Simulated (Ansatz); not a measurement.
Born–Oppenheimer molecular dynamics of a periodic cell of 26 atoms, CaPH$_{5}$O$_{6}$ (host CaPH5O6, host structure Cc). It goes on from the last frame of an earlier run, with new velocities.

All numbers below come from Ansatz 0.2.0, DFT r2SCAN, scalar-relativistic, plane waves, PAW. Settings: accuracy low, cutoff 500 eV, k mesh 2x2x2, fermi-dirac smearing 0.05 eV, no spin polarisation.

| Item | Value |
| --- | --- |
| ensemble | NVE (velocity Verlet) |
| time step | 0.5 fs |
| steps asked | 70 |
| starting velocities drawn for | 1560 K |
| seed | 823296 |

First frame:

```xyz
26
Lattice="3.2250 -7.7142 0.0000 3.2250 7.7142 0.0000 -2.8508 0.0000 5.1841" Properties=species:S:1:pos:R:3
Ca 2.924 -2.828 4.031
Ca 4.093 2.645 1.163
H 3.325 -2.889 0.485
H 1.869 2.452 3.002
H 3.113 7.864 0.322
H 1.651 -7.053 3.299
H 2.614 6.621 0.945
H 1.276 -5.634 3.995
H 2.503 0.177 2.475
H 2.856 0.275 -0.340
H 1.680 -1.007 2.124
H -0.417 1.658 4.494
P -0.674 -2.716 3.779
P 0.646 2.644 1.306
O 0.475 -2.262 4.747
O 1.605 1.829 2.287
O 0.059 -3.446 2.607
O 1.485 3.105 0.154
O 1.902 6.214 3.357
O 2.796 -6.066 0.712
O 1.512 4.106 4.680
O 3.095 -4.104 2.068
O 3.293 6.900 0.265
O 1.692 -6.159 3.288
O 2.407 -0.761 2.712
O -0.121 1.085 5.324
```

What does the run give?

All steps were run.

* steps done: 70
* time covered: 35 fs
* mean temperature over the second half: 1570 K
* spread of the potential energy over the second half: 9.9 meV per atom
* mean potential energy of the second half above the start: -1.2 meV per atom

The conserved energy stayed within 0.73 meV per atom of its start (net change 0.15 meV per atom), so the integration is sound. A run of 0.035 ps of so small a system gives no equilibrium averages. Limits of this set-up: coarse k mesh, low accuracy level.

What happens to the structure?

Mean squared displacements from the first frame to the last, about the centre of mass: Ca 0.18 Å², H 0.73 Å², P 0.05 Å², O 0.19 Å². This is one draw of velocities; another would differ in detail.

How do temperature and energy run in time?


| time (fs) | T (K) | potential energy less start (eV) | conserved less start (meV/atom) |
| --- | --- | --- | --- |
| 0.0 | 1560 | 0.000 | 0.00 |
| 1.0 | 1449 | 0.372 | 0.46 |
| 2.0 | 1487 | 0.241 | 0.27 |
| 3.0 | 1604 | -0.144 | -0.12 |
| 4.0 | 1614 | -0.179 | -0.18 |
| 5.0 | 1492 | 0.225 | 0.18 |
| 6.0 | 1391 | 0.555 | 0.38 |
| 7.0 | 1421 | 0.458 | 0.32 |
| 8.0 | 1536 | 0.073 | -0.13 |
| 9.0 | 1537 | 0.064 | -0.39 |
| 10.0 | 1343 | 0.711 | 0.33 |
| 11.0 | 1267 | 0.965 | 0.69 |
| 12.0 | 1448 | 0.361 | -0.04 |
| 13.0 | 1595 | -0.120 | -0.27 |
| 14.0 | 1559 | 0.000 | -0.13 |
| 15.0 | 1421 | 0.461 | 0.41 |
| 16.0 | 1423 | 0.456 | 0.56 |
| 17.0 | 1624 | -0.208 | -0.09 |
| 18.0 | 1747 | -0.616 | -0.41 |
| 19.0 | 1638 | -0.253 | -0.01 |
| 20.0 | 1481 | 0.272 | 0.59 |
| 21.0 | 1517 | 0.145 | 0.30 |
| 22.0 | 1642 | -0.268 | -0.13 |
| 23.0 | 1654 | -0.305 | -0.09 |
| 24.0 | 1556 | 0.018 | 0.24 |
| 25.0 | 1501 | 0.203 | 0.47 |
| 26.0 | 1583 | -0.072 | 0.11 |
| 27.0 | 1663 | -0.336 | -0.16 |
| 28.0 | 1623 | -0.202 | 0.02 |
| 29.0 | 1539 | 0.073 | 0.17 |
| 30.0 | 1499 | 0.204 | 0.28 |
| 31.0 | 1545 | 0.050 | 0.10 |
| 32.0 | 1585 | -0.084 | -0.17 |
| 33.0 | 1507 | 0.174 | 0.13 |
| 34.0 | 1438 | 0.406 | 0.49 |
| 35.0 | 1518 | 0.140 | 0.15 |

The run took 12 min on 2 threads of Arm Neoverse V2, with other jobs on the host, peak memory 1.1 GiB.
